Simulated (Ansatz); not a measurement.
# AlH₃O₂S + HF: a complex and its separated parts

The complex below is one end of an elementary step. How strongly is it bound against its free parts?

Method: PBE0-D4/def2-TZVP structures, single points in def2-TZVPP, no counterpoise correction; program: Ansatz 0.2.0, Gaussian basis.

Levels: SPW92, PBE-D4, BLYP-D4, r2SCAN-D4, B97M-V, PBE0-D4, B3LYP-D4, r2SCAN0-D4, BHLYP-D4, CAM-B3LYP-D4, wB97X-V, wB97M-V, B2PLYP, PBE-QIDH, RPA on PBE, Hartree-Fock, MP2, CCSD, CCSD(T).

Cores are frozen in the correlated methods. B3LYP uses VWN-RPA correlation. B2PLYP carries no dispersion term here.

94 further runs of the same task are left out: 94 set aside as unsound or not needed. Runs told in other sessions of the task aren't counted.

### 1 The system as given

The complex: 9 atoms, charge 0, spin multiplicity 1.

Atoms are counted from 1 here; the program's logs count them from 0.

Bond lengths: Al1–S2 2.283 Å, Al1–O3 1.688 Å, Al1–O4 1.690 Å, Al1–F6 1.963 Å, S2–H7 1.345 Å, O3–H8 0.954 Å, O4–H9 0.955 Å, H5–F6 1.011 Å. Angles: S2–Al1–O3 119.2°, S2–Al1–O4 112.8°, S2–Al1–F6 80.6°, O3–Al1–O4 121.6°, O3–Al1–F6 107.5°, O4–Al1–F6 105.3°, Al1–S2–H7 91.7°, Al1–O3–H8 126.6°, Al1–O4–H9 123.1°, Al1–F6–H5 84.0°.

Geometry (Å):

```xyz
9
charge 0, multiplicity 1
Al   -0.24106   -0.19365   -0.20374
S     1.83054    0.76430   -0.15387
O    -0.39473   -1.80082   -0.69721
O    -1.47705    0.93118   -0.45372
H     0.93748    0.25674    1.48915
F     0.06975   -0.20000    1.73402
H     1.30390    2.00162   -0.17337
H     0.29360   -2.46067   -0.70730
H    -2.32233    0.70130   -0.83386
```

Its parts: AlH₃O₂S holds atoms 1, 2, 3, 4, 7, 8, 9; HF holds atoms 5, 6. Each part counts its atoms afresh in its own runs.

### 2 Relaxing AlH₃O₂S alone

Input file relax-a/in.yaml:

```yaml
crystal:
  periodic: [false, false, false]
  atoms:
    - {symbol: Al, position_ang: [-0.241056, -0.193654, -0.203740]}
    - {symbol: S, position_ang: [1.830541, 0.764302, -0.153866]}
    - {symbol: O, position_ang: [-0.394733, -1.800823, -0.697206]}
    - {symbol: O, position_ang: [-1.477050, 0.931184, -0.453718]}
    - {symbol: H, position_ang: [1.303904, 2.001618, -0.173372]}
    - {symbol: H, position_ang: [0.293599, -2.460669, -0.707305]}
    - {symbol: H, position_ang: [-2.322331, 0.701305, -0.833864]}
basis:
  gaussian: {orbitals: def2-TZVP}
hamiltonian: {xc: pbe0, dispersion: d4}
relax: {f_tol: 0.005, max_steps: 200}
```

Run with:

```
ansatz run in.yaml --threads 4 --pin off --events-out ev --progress --plain --max-ram 9574MiB
```

Output, cut to the lines that bear on the results:

```text
Functional definition: PBE0
  name "PBE0"
  cite "Adamo & Barone, J. Chem. Phys. 110, 6158 (1999) doi:10.1063/1.478522"
  cite "Perdew, Burke & Ernzerhof, Phys. Rev. Lett. 77, 3865 (1996) doi:10.1103/PhysRevLett.77.3865"
  parent pbe
[...]
984 factors; their error is unknown
[...]
mean field -21570.62269186 eV, -792.7057628326 hartree, gradient 2.3e-5 eV, S^2 0.000000; 0 other end points of the search recorded, 0 dependent functions left out
[...]
reference -21570.62272039 eV, -792.7057638813 hartree; 24, 24 occupied and 130, 130 virtual orbitals, 984 factors
[...]
Total energy: -21570.97900654 eV, -792.7188571556 hartree
Atom 0 at    -0.165273    -0.119730    -0.470905 Å, force     0.002212     0.001934    -0.001879 eV/Å
Atom 1 at     1.808950     0.723174    -0.132476 Å, force    -0.000088    -0.001387     0.000233 eV/Å
Atom 2 at    -0.404220    -1.780214    -0.658916 Å, force     0.000427    -0.000918    -0.000705 eV/Å
Atom 3 at    -1.476154     0.939556    -0.544161 Å, force     0.001215    -0.000287    -0.001013 eV/Å
Atom 4 at     1.313455     1.972535    -0.085919 Å, force    -0.002314    -0.000282     0.000351 eV/Å
Atom 5 at     0.288806    -2.436707    -0.634886 Å, force    -0.000345     0.000094     0.001273 eV/Å
Atom 6 at    -2.372690     0.644649    -0.695809 Å, force    -0.001107     0.000846     0.001739 eV/Å
Dipole moment:    -0.110074    -0.164928    -0.033697 e Å
```

It took 13 s on 4 threads of Arm Neoverse V1, shared host.

Relaxation path:

```tsv
step	energy from step 1 (eV)	largest force component (eV/Å)
1	0.0000	1.2929
2	-0.2108	0.4794
3	-0.2354	0.2269
4	-0.2402	0.1825
5	-0.2438	0.0111
6	-0.2439	0.0023
```

Distances of close pairs at the start and the end, largest changes first:

```tsv
bond	before (Å)	after (Å)	change (Å)
Al1–S2	2.283	2.173	-0.110
Al1–O4	1.690	1.687	-0.003
O3–H6	0.954	0.955	+0.001
O4–H7	0.955	0.956	+0.001
Al1–O3	1.688	1.688	-0.000
S2–H5	1.345	1.345	-0.000
```

### 3 Relaxing HF alone

Input file relax-b/in.yaml:

```yaml
crystal:
  periodic: [false, false, false]
  atoms:
    - {symbol: H, position_ang: [0.937478, 0.256741, 1.489153]}
    - {symbol: F, position_ang: [0.069746, -0.200005, 1.734017]}
basis:
  gaussian: {orbitals: def2-TZVP}
hamiltonian: {xc: pbe0, dispersion: d4}
relax: {f_tol: 0.005, max_steps: 200}
```

Run with:

```
ansatz run in.yaml --threads 4 --pin off --events-out ev --progress --plain --max-ram 9574MiB
```

Output, cut to the lines that bear on the results:

```text
[... 5 set-up lines as earlier in the session ...]
[...]
200 factors; their error is unknown
[...]
mean field -2731.59960630 eV, -100.3844339867 hartree, gradient 6.6e-6 eV, S^2 0.000000; 0 other end points of the search recorded, 0 dependent functions left out
[...]
reference -2731.80170839 eV, -100.3918611018 hartree; 5, 5 occupied and 32, 32 virtual orbitals, 200 factors
Total energy: -2731.80322169 eV, -100.3919167145 hartree
Atom 0 at     0.898568     0.236260     1.500133 Å, force    -0.000736    -0.000387     0.000208 eV/Å
Atom 1 at     0.108656    -0.179524     1.723037 Å, force     0.000736     0.000387    -0.000208 eV/Å
Dipole moment:     0.344127     0.181137    -0.097109 e Å
```

Wall time 0.65 s (4 threads of Arm Neoverse V1, shared host).

Along the way:

```tsv
step	energy from step 1 (eV)	largest force component (eV/Å)
1	0.0000	3.4395
2	-0.1870	1.0990
3	-0.2009	0.3271
4	-0.2020	0.0536
5	-0.2021	0.0007
```

The bond:

```tsv
bond	before (Å)	after (Å)	change (Å)
H1–F2	1.011	0.920	-0.091
```

### 4 SPW92/def2-TZVPP

Input file parta/in.yaml:

```yaml
crystal:
  periodic: [false, false, false]
  atoms:
    - {symbol: Al, position_ang: [-0.165273, -0.119730, -0.470905]}
    - {symbol: S, position_ang: [1.808950, 0.723174, -0.132476]}
    - {symbol: O, position_ang: [-0.404220, -1.780214, -0.658916]}
    - {symbol: O, position_ang: [-1.476154, 0.939556, -0.544161]}
    - {symbol: H, position_ang: [1.313455, 1.972535, -0.085919]}
    - {symbol: H, position_ang: [0.288806, -2.436707, -0.634886]}
    - {symbol: H, position_ang: [-2.372690, 0.644649, -0.695809]}
basis:
  gaussian: {orbitals: def2-TZVPP}
hamiltonian: {xc: lda}
```

Input file partb/in.yaml:

```yaml
crystal:
  periodic: [false, false, false]
  atoms:
    - {symbol: H, position_ang: [0.898568, 0.236260, 1.500133]}
    - {symbol: F, position_ang: [0.108656, -0.179524, 1.723037]}
basis:
  gaussian: {orbitals: def2-TZVPP}
hamiltonian: {xc: lda}
```

One command serves all of them, each in its own folder.

Run with:

```
ansatz run in.yaml --threads 4 --pin off --events-out ev --progress --plain --max-ram 9574MiB
```

Log of parta, cut to the lines that bear on the results:

```text
Functional definition: SPW92
  name "SPW92"
  cite "Dirac, Proc. Camb. Phil. Soc. 26, 376 (1930) doi:10.1017/S0305004100016108"
  cite "Slater, Phys. Rev. 81, 385 (1951) doi:10.1103/PhysRev.81.385"
  cite "Perdew & Wang, Phys. Rev. B 45, 13244 (1992) doi:10.1103/PhysRevB.45.13244"
[...]
1032 factors; their error is unknown
[...]
mean field -21486.82026705 eV, -789.6260805241 hartree, gradient 3.3e-5 eV, S^2 0.000000; 0 other end points of the search recorded, 0 dependent functions left out
reference -21486.82030314 eV, -789.6260818506 hartree; 24, 24 occupied and 164, 164 virtual orbitals, 1032 factors
Total energy: -21486.82030314 eV, -789.6260818506 hartree
```

Log of partb, cut to the lines that bear on the results:

```text
[... 5 set-up lines as earlier in the session ...]
[...]
215 factors; their error is unknown
[...]
mean field -2716.76652660 eV, -99.8393283621 hartree, gradient 3.5e-5 eV, S^2 0.000000; 0 other end points of the search recorded, 0 dependent functions left out
reference -2716.76653769 eV, -99.8393287694 hartree; 5, 5 occupied and 40, 40 virtual orbitals, 215 factors
Total energy: -2716.76653769 eV, -99.8393287694 hartree
```

Times: 0.8 s (parta), 0.1 s (partb) on 4 threads of Arm Neoverse V1, shared host.

### 5 PBE-D4/def2-TZVPP

The same edit goes into each in.yaml of step 4 (parta, partb):

```diff
-hamiltonian: {xc: lda}
+hamiltonian: {xc: pbe, dispersion: d4}
```

One command serves all of them, each in its own folder.

Run with:

```
ansatz run in.yaml --threads 4 --pin off --events-out ev --progress --plain --max-ram 9574MiB
```

parta printed, cut to the lines that bear on the results:

```text
Functional definition: PBE
  name "PBE"
[... 2 set-up lines as earlier in the session ...]
[...]
1032 factors; their error is unknown
[...]
mean field -21569.48182396 eV, -792.6638367105 hartree, gradient 1.9e-5 eV, S^2 0.000000; 0 other end points of the search recorded, 0 dependent functions left out
reference -21569.48186274 eV, -792.6638381357 hartree; 24, 24 occupied and 164, 164 virtual orbitals, 1032 factors
Total energy: -21569.61469369 eV, -792.6687195831 hartree
```

Output in partb, cut to the lines that bear on the results:

```text
[... 4 set-up lines as earlier in the session ...]
[...]
215 factors; their error is unknown
[...]
mean field -2731.84360000 eV, -100.3934005898 hartree, gradient 4.8e-5 eV, S^2 0.000000; 0 other end points of the search recorded, 0 dependent functions left out
reference -2731.84361210 eV, -100.3934010348 hartree; 5, 5 occupied and 40, 40 virtual orbitals, 215 factors
Total energy: -2731.84550600 eV, -100.3934706341 hartree
```

They took 1.4 s (parta), 0.15 s (partb) on 4 threads of Arm Neoverse V1, shared host.

### 6 BLYP-D4/def2-TZVPP

The same edit goes into each in.yaml of step 5 (parta, partb):

```diff
-hamiltonian: {xc: pbe, dispersion: d4}
+hamiltonian: {xc: {name: BLYP}, dispersion: d4}
```

One command serves all of them, each in its own folder.

Run with:

```
ansatz run in.yaml --threads 4 --pin off --events-out ev --progress --plain --max-ram 9574MiB
```

Output in parta, cut to the lines that bear on the results:

```text
Functional definition: BLYP
  name "BLYP"
  cite "Becke, Phys. Rev. A 38, 3098 (1988) doi:10.1103/PhysRevA.38.3098"
  cite "Lee, Yang & Parr, Phys. Rev. B 37, 785 (1988) doi:10.1103/PhysRevB.37.785"
[...]
1032 factors; their error is unknown
[...]
mean field -21581.69961562 eV, -793.1128322726 hartree, gradient 2.1e-5 eV, S^2 0.000000; 0 other end points of the search recorded, 0 dependent functions left out
reference -21581.69993650 eV, -793.1128440646 hartree; 24, 24 occupied and 164, 164 virtual orbitals, 1032 factors
Total energy: -21581.98606785 eV, -793.1233591978 hartree
```

Output in partb, cut to the lines that bear on the results:

```text
[... 4 set-up lines as earlier in the session ...]
[...]
215 factors; their error is unknown
[...]
mean field -2734.23795093 eV, -100.4813913637 hartree, gradient 3.9e-5 eV, S^2 0.000000; 0 other end points of the search recorded, 0 dependent functions left out
reference -2734.23807454 eV, -100.4813959062 hartree; 5, 5 occupied and 40, 40 virtual orbitals, 215 factors
Total energy: -2734.24265655 eV, -100.4815642922 hartree
```

Wall times: 1.3 s (parta), 0.15 s (partb) on 4 threads of Arm Neoverse V1, shared host.

### 7 r2SCAN-D4/def2-TZVPP

Each input of step 6 (parta, partb) changes in the same lines:

```diff
-hamiltonian: {xc: {name: BLYP}, dispersion: d4}
+hamiltonian: {xc: r2scan, dispersion: d4}
```

The same command starts each run, in its folder.

Run with:

```
ansatz run in.yaml --threads 4 --pin off --events-out ev --progress --plain --max-ram 9574MiB
```

parta printed, cut to the lines that bear on the results:

```text
Functional definition: r2SCAN
  name "r2SCAN"
  cite "Furness, Kaplan, Ning, Perdew & Sun, J. Phys. Chem. Lett. 11, 8208 (2020) doi:10.1021/acs.jpclett.0c02405"
  cite "Furness, Kaplan, Ning, Perdew & Sun, J. Phys. Chem. Lett. 11, 9248 (2020) doi:10.1021/acs.jpclett.0c03077"
  parent r2scan
[...]
1032 factors; their error is unknown
[...]
mean field -21578.90893773 eV, -793.0102767517 hartree, gradient 5.1e-5 eV, S^2 0.000000; 0 other end points of the search recorded, 0 dependent functions left out
reference -21578.90894918 eV, -793.0102771725 hartree; 24, 24 occupied and 164, 164 virtual orbitals, 1032 factors
Total energy: -21578.94010991 eV, -793.0114223084 hartree
```

partb printed, cut to the lines that bear on the results:

```text
[... 5 set-up lines as earlier in the session ...]
[...]
215 factors; their error is unknown
[...]
mean field -2733.29261955 eV, -100.4466510761 hartree, gradient 6.5e-6 eV, S^2 0.000000; 0 other end points of the search recorded, 0 dependent functions left out
reference -2733.29262273 eV, -100.4466511929 hartree; 5, 5 occupied and 40, 40 virtual orbitals, 215 factors
Total energy: -2733.29308026 eV, -100.4466680071 hartree
```

Times: 3 s (parta), 0.4 s (partb) on 4 threads of Arm Neoverse V1, shared host.

### 8 B97M-V/def2-TZVPP

The same edit goes into each in.yaml of step 7 (parta, partb):

```diff
-hamiltonian: {xc: r2scan, dispersion: d4}
+hamiltonian: {xc: {name: B97M-V}}
```

One command serves all of them, each in its own folder.

Run with:

```
ansatz run in.yaml --threads 4 --pin off --events-out ev --progress --plain --max-ram 9574MiB
```

parta printed, cut to the lines that bear on the results:

```text
Functional definition: B97M-V
  name "B97M-V"
  cite "Mardirossian & Head-Gordon, J. Chem. Phys. 142, 074111 (2015) doi:10.1063/1.4907719"
  cite "Becke, J. Chem. Phys. 107, 8554 (1997) doi:10.1063/1.475007"
  cite "Vydrov & Van Voorhis, J. Chem. Phys. 133, 244103 (2010) doi:10.1063/1.3521275"
  # Of w^i u^j: cxij and so on, Table III.
[...]
  gx(w, u) = cx00 + cx01*u + cx02*u^2 + (cx10 + cx11*u)*w
[...]
  gos(w, u) = cos00 + cos01*u + cos03*u^3 + cos10*w + cos32*w^3*u^2
[...]
      + integral(e_c_pw_mod_opposite_spin*gos(b97_w_opposite, b97_u_opposite)) + vv10(b, c)
1032 factors; their error is unknown
[...]
mean field -21576.64792705 eV, -792.9271861417 hartree, gradient 6.1e-5 eV, S^2 0.000000; 0 other end points of the search recorded, 0 dependent functions left out
reference -21576.64798439 eV, -792.9271882490 hartree; 24, 24 occupied and 164, 164 virtual orbitals, 1032 factors
Total energy: -21576.64798439 eV, -792.9271882490 hartree
```

Log of partb, cut to the lines that bear on the results:

```text
[... 5 set-up lines as earlier in the session ...]
  # Of w^i u^j: cxij and so on, Table III.
[...]
  gx(w, u) = cx00 + cx01*u + cx02*u^2 + (cx10 + cx11*u)*w
[...]
  gos(w, u) = cos00 + cos01*u + cos03*u^3 + cos10*w + cos32*w^3*u^2
[...]
      + integral(e_c_pw_mod_opposite_spin*gos(b97_w_opposite, b97_u_opposite)) + vv10(b, c)
215 factors; their error is unknown
[...]
mean field -2733.38836964 eV, -100.4501698270 hartree, gradient 2.3e-5 eV, S^2 0.000000; 0 other end points of the search recorded, 0 dependent functions left out
reference -2733.38838735 eV, -100.4501704780 hartree; 5, 5 occupied and 40, 40 virtual orbitals, 215 factors
Total energy: -2733.38838735 eV, -100.4501704780 hartree
```

Times: 5.5 s (parta), 0.3 s (partb) on 4 threads of Arm Neoverse V1, shared host.

### 9 PBE0-D4/def2-TZVPP

The same edit goes into each in.yaml of step 8 (parta, partb):

```diff
-hamiltonian: {xc: {name: B97M-V}}
+hamiltonian: {xc: pbe0, dispersion: d4}
+output: {orbitals: {seedname: orbitals}}
```

Each run has its own folder and the same command.

Run with:

```
ansatz run in.yaml --threads 4 --pin off --events-out ev --progress --plain --max-ram 9574MiB
```

Log of parta, cut to the lines that bear on the results:

```text
[... 5 set-up lines as earlier in the session ...]
[...]
1094 factors; their error is unknown
[...]
mean field -21570.97716185 eV, -792.7187893644 hartree, gradient 4.2e-5 eV, S^2 0.000000; 0 other end points of the search recorded, 0 dependent functions left out
reference -21570.97719027 eV, -792.7187904090 hartree; 24, 24 occupied and 164, 164 virtual orbitals, 1094 factors
Total energy: -21571.09022749 eV, -792.7229444502 hartree
```

partb printed, cut to the lines that bear on the results:

```text
[... 5 set-up lines as earlier in the session ...]
[...]
215 factors; their error is unknown
[...]
mean field -2731.86111601 eV, -100.3940442912 hartree, gradient 4.0e-5 eV, S^2 0.000000; 0 other end points of the search recorded, 0 dependent functions left out
reference -2731.86112472 eV, -100.3940446115 hartree; 5, 5 occupied and 40, 40 virtual orbitals, 215 factors
Total energy: -2731.86263802 eV, -100.3941002242 hartree
```

They took 2.8 s (parta), 0.15 s (partb) on 4 threads of Arm Neoverse V1, shared host.

### 10 B3LYP-D4/def2-TZVPP

Each input of step 9 (parta, partb) changes in the same lines:

```diff
-hamiltonian: {xc: pbe0, dispersion: d4}
-output: {orbitals: {seedname: orbitals}}
+hamiltonian: {xc: {name: B3LYP}, dispersion: d4}
```

Each run has its own folder and the same command.

Run with:

```
ansatz run in.yaml --threads 4 --pin off --events-out ev --progress --plain --max-ram 9574MiB
```

Output in parta, cut to the lines that bear on the results:

```text
Functional definition: B3LYP
  name "B3LYP"
  cite "Stephens, Devlin, Chabalowski & Frisch, J. Phys. Chem. 98, 11623 (1994) doi:10.1021/j100096a001"
[... 2 set-up lines as earlier in the session ...]
  cite "Vosko, Wilk & Nusair, Can. J. Phys. 58, 1200 (1980) doi:10.1139/p80-159"
[...]
1068 factors; their error is unknown
[...]
mean field -21583.44716571 eV, -793.1770535540 hartree, gradient 4.6e-5 eV, S^2 0.000000; 0 other end points of the search recorded, 0 dependent functions left out
reference -21583.44740285 eV, -793.1770622685 hartree; 24, 24 occupied and 164, 164 virtual orbitals, 1068 factors
Total energy: -21583.66357464 eV, -793.1850064355 hartree
```

partb printed, cut to the lines that bear on the results:

```text
[... 6 set-up lines as earlier in the session ...]
[...]
215 factors; their error is unknown
[...]
mean field -2734.54626183 eV, -100.4927215801 hartree, gradient 1.9e-5 eV, S^2 0.000000; 0 other end points of the search recorded, 0 dependent functions left out
reference -2734.54635267 eV, -100.4927249185 hartree; 5, 5 occupied and 40, 40 virtual orbitals, 215 factors
Total energy: -2734.54934239 eV, -100.4928347888 hartree
```

Wall times: 3.1 s (parta), 0.15 s (partb) on 4 threads of Arm Neoverse V1, shared host.

### 11 r2SCAN0-D4/def2-TZVPP

The same edit goes into each in.yaml of step 10 (parta, partb):

```diff
-hamiltonian: {xc: {name: B3LYP}, dispersion: d4}
+hamiltonian: {xc: {name: r2SCAN0}, dispersion: d4}
```

Each run has its own folder and the same command.

Run with:

```
ansatz run in.yaml --threads 4 --pin off --events-out ev --progress --plain --max-ram 9574MiB
```

Output in parta, cut to the lines that bear on the results:

```text
Functional definition: r2SCAN0
  name "r2SCAN0"
  cite "Bursch, Neugebauer, Ehlert & Grimme, J. Chem. Phys. 156, 134105 (2022) doi:10.1063/5.0086040"
[... 3 set-up lines as earlier in the session ...]
[...]
1094 factors; their error is unknown
[...]
mean field -21578.02000591 eV, -792.9776091101 hartree, gradient 4.8e-5 eV, S^2 0.000000; 0 other end points of the search recorded, 0 dependent functions left out
reference -21578.02001499 eV, -792.9776094437 hartree; 24, 24 occupied and 164, 164 virtual orbitals, 1094 factors
Total energy: -21578.05757406 eV, -792.9789897139 hartree
```

Output in partb, cut to the lines that bear on the results:

```text
[... 6 set-up lines as earlier in the session ...]
[...]
215 factors; their error is unknown
[...]
mean field -2732.94545294 eV, -100.4338929388 hartree, gradient 6.6e-5 eV, S^2 0.000000; 0 other end points of the search recorded, 0 dependent functions left out
reference -2732.94545541 eV, -100.4338930292 hartree; 5, 5 occupied and 40, 40 virtual orbitals, 215 factors
Total energy: -2732.94595738 eV, -100.4339114765 hartree
```

Wall times: 3.8 s (parta), 0.4 s (partb) on 4 threads of Arm Neoverse V1, shared host.

### 12 BHLYP-D4/def2-TZVPP

Each input of step 11 (parta, partb) changes in the same lines:

```diff
-hamiltonian: {xc: {name: r2SCAN0}, dispersion: d4}
+hamiltonian: {xc: {name: BHLYP}, dispersion: d4}
```

Each run has its own folder and the same command.

Run with:

```
ansatz run in.yaml --threads 4 --pin off --events-out ev --progress --plain --max-ram 9574MiB
```

Output in parta, cut to the lines that bear on the results:

```text
Functional definition: BHLYP
  name "BHLYP"
  cite "Becke, J. Chem. Phys. 98, 1372 (1993) doi:10.1063/1.464304"
[... 2 set-up lines as earlier in the session ...]
[...]
1171 factors; their error is unknown
[...]
mean field -21580.34701601 eV, -793.0631251536 hartree, gradient 1.6e-5 eV, S^2 0.000000; 0 other end points of the search recorded, 0 dependent functions left out
reference -21580.34717455 eV, -793.0631309801 hartree; 24, 24 occupied and 164, 164 virtual orbitals, 1171 factors
Total energy: -21580.52749129 eV, -793.0697574978 hartree
```

partb printed, cut to the lines that bear on the results:

```text
[... 5 set-up lines as earlier in the session ...]
[...]
234 factors; their error is unknown
[...]
mean field -2733.43312344 eV, -100.4518144988 hartree, gradient 1.2e-5 eV, S^2 0.000000; 0 other end points of the search recorded, 0 dependent functions left out
reference -2733.43318397 eV, -100.4518167235 hartree; 5, 5 occupied and 40, 40 virtual orbitals, 234 factors
Total energy: -2733.43491195 eV, -100.4518802254 hartree
```

Times: 2.4 s (parta), 0.15 s (partb) on 4 threads of Arm Neoverse V1, shared host.

(Part 1 of 2 ends here.)
